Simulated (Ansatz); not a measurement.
Turn this script for the Python package of Ansatz (0.2.0) into the input file that the command-line program reads.

The script, `deck.py`:
```python
# -*- coding: utf-8 -*-
import ansatz


def main():
    deck = {
        "crystal": {
            "periodic": [False, False, False],
            "atoms": [
                {"symbol": "N", "position_ang": [-1.2925, 0.6701, 0.252]},
                {"symbol": "C", "position_ang": [0.0839, 0.4391, 0.1823]},
                {"symbol": "C", "position_ang": [0.3748, -1.0279, 0.4057]},
                {"symbol": "Al", "position_ang": [0.722, -0.4732, -1.4859]},
                {"symbol": "H", "position_ang": [-1.494, 1.6355, -0.2331]},
                {"symbol": "H", "position_ang": [-1.5972, 0.8453, 1.2459]},
                {"symbol": "H", "position_ang": [0.7719, 1.1682, 0.7156]},
                {"symbol": "H", "position_ang": [-0.4327, -1.6557, 0.631]},
                {"symbol": "H", "position_ang": [1.3479, -1.1832, 1.0325]},
                {"symbol": "H", "position_ang": [1.5991, -0.4693, -2.743]},
            ],
        },
        "basis": {"gaussian": {"orbitals": "cc-pVDZ"}},
        "hamiltonian": {"xc": "b3lyp"},
    }
    session = ansatz.Session.from_dict(deck)
    report = session.plan(threads=1).execute().report

    print(f"E = {report['free_energy_ev']:.6f} eV = {report['free_energy_ev'] / 27.211386246:.7f} Ha")
    print("converged:", report["converged"], " doubts:", report["published_state_doubts"] or "none")
    symbols = ["N", "C", "C", "Al", "H", "H", "H", "H", "H", "H"]
    state = report["mean_field"]["state"]
    print(f"mean field: {state['energy']['hartree']:.7f} Ha, <S^2> = {abs(state['spin_squared']):.4f}, stability: {state.get('stability', {}).get('kind')}")


if __name__ == "__main__":
    main()
```

Output of `python deck.py`:
```text
E = -10256.461712 eV = -376.9180158 Ha
converged: True  doubts: none
mean field: -376.9180158 Ha, <S^2> = 0.0000, stability: minimum
```

`input.yaml`:
```yaml
crystal:
  periodic: [false, false, false]
  atoms:
    - { symbol: "N", position_ang: [-1.2925, 0.6701, 0.252] }
    - { symbol: C, position_ang: [0.0839, 0.4391, 0.1823] }
    - { symbol: C, position_ang: [0.3748, -1.0279, 0.4057] }
    - { symbol: Al, position_ang: [0.722, -0.4732, -1.4859] }
    - { symbol: H, position_ang: [-1.494, 1.6355, -0.2331] }
    - { symbol: H, position_ang: [-1.5972, 0.8453, 1.2459] }
    - { symbol: H, position_ang: [0.7719, 1.1682, 0.7156] }
    - { symbol: H, position_ang: [-0.4327, -1.6557, 0.631] }
    - { symbol: H, position_ang: [1.3479, -1.1832, 1.0325] }
    - { symbol: H, position_ang: [1.5991, -0.4693, -2.743] }
basis:
  gaussian: { orbitals: cc-pVDZ }
hamiltonian:
  xc: b3lyp
```

Launched from the shell:
```console
$ ansatz run input.yaml --threads 1 --pin off --max-ram 4096MiB --backend cpu --events-out ev --progress --plain --runs-dir out
Engine: ansatz 0.2.0, aarch64-unknown-linux-gnu
Functional definition: B3LYP
  parameter a0 = 0.2
  parameter ax = 0.72
  parameter ac = 0.81
  exchange = (1 - a0 - ax)*slater_x + ax*b88_x + a0*exact_x
  correlation = (1 - ac)*vwn_rpa_c + ac*lyp_c
1175 factors; their error is unknown
mean field evaluation 1: about -10242.8370 eV, gradient 7.2e1 eV
mean field evaluation 2: about -10147.6677 eV, gradient 1.7e2 eV
mean field evaluation 4: about -10256.0675 eV, gradient 1.2e1 eV
mean field evaluation 8: about -10256.4352 eV, gradient 1.3e-1 eV
mean field evaluation 16: about -10256.4615 eV, gradient 4.5e-4 eV
mean field -10256.46146270 eV, -376.9180066749 hartree, gradient 5.1e-5 eV, S^2 0.000000; 0 other end points of the search recorded, 0 dependent functions left out
reference -10256.46171180 eV, -376.9180158290 hartree; 19, 19 occupied and 71, 71 virtual orbitals, 1175 factors
Total energy: -10256.46171180 eV, -376.9180158290 hartree
```

Total energies depend on the basis set; only differences at equal settings carry meaning. The geometry is a force-field or estimated start, not a minimum of this method, and the basis set is short of its limit. b3lyp holds the VWN-RPA fit, as in Gaussian; the form of ORCA and Turbomole is b3lyp5. The whole script took 2.9 s on 1 thread of Arm Neoverse V1 (shared host), peak memory 0.2 GiB.

(Lines on the test bed's own set-up are left out of the output.)
